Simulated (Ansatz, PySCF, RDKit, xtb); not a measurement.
**SnHSF: which of the isomers drawn lies lowest?**

Which of a sample of isomers of SnHSF is the most stable in the gas at 298.15 K, and what are its properties? The sample is small against all isomers, and the most stable one of this formula need not be in it.

Plan: many cheap relaxations first (GFN2-xTB), then density-functional screening, relaxation at PBE0-D4/def2-SVP, vibrations and a final energy. The numbers are computed, not measured.

**1. Drawing up candidates**

Isomers were drawn by moving bonds and hydrogen atoms under normal valences; this is a sample, not all of them. O–O, O–halogen and N–halogen bonds and N–N–N chains are not drawn. That gives 2 candidates.

```csv
label,SMILES,spin
c209,F[S][SnH],singlet
c408,[F][Sn][SH],singlet
```

Candidates are built by distance geometry, with a force field where one applies, in up to four conformers (letters a to d).

Q: Predict the outcome of this search (final energies at CCSD(T)/def2-TZVP).

| quantity | value |
| --- | --- |
| lowest structure found | [F][Sn][SH], singlet, Cs |
| next finalist | [F][Sn][SH], triplet, 58.9 kcal/mol higher in G |
| share at equilibrium, among the finalists | 100.0 % |
| harmonic wavenumbers, lowest and highest (PBE0-D4/def2-SVP) | 150 and 2705 cm⁻¹ |
| rotational constants, same geometry | 0.2674, 0.1023, 0.07401 cm⁻¹ |
| dipole moment (PBE0/def2-TZVPD) | 2.55 D |
| HOMO energy (PBE0/def2-TZVPD) | -7.62 eV |
| LUMO energy (PBE0/def2-TZVPD) | -2.73 eV |
| HOMO–LUMO gap (PBE0/def2-TZVPD) | 4.89 eV |
| lowest excitation (TD-CAM-B3LYP/def2-SVPD) | 3.76 eV (f = 0.026) |
| strongest of the states computed, same level | 6.81 eV (f = 0.908) |
| lowest triplet excitation, same level, Tamm-Dancoff | 2.87 eV |
| vertical ionisation energy | 9.71 eV |
| vertical electron affinity | 0.98 eV |
| vertical triplet less singlet | +2.85 eV |

The lowest structure found is `[F][Sn][SH]`. The margin of 58.9 kcal/mol over the next finalist is beyond the usual error of the last level; it says nothing of structures that weren't ranked. r2SCAN-D4/def2-SVP, PBE0-D4/def2-SVP, HF/def2-TZVP and MP2/def2-TZVP already put its bonding pattern lowest among the structures in one piece. Spin-orbit coupling, which matters for elements this heavy, is left out. Lowest found is not proven lowest: the search is finite, and each finalist counts with one conformer. Only 2 drawn patterns were tried, so whole families of isomers are missing, and the result ranks this sample alone. The lowest isomer need not be the one that is made and kept in a bottle, which depends on barriers.
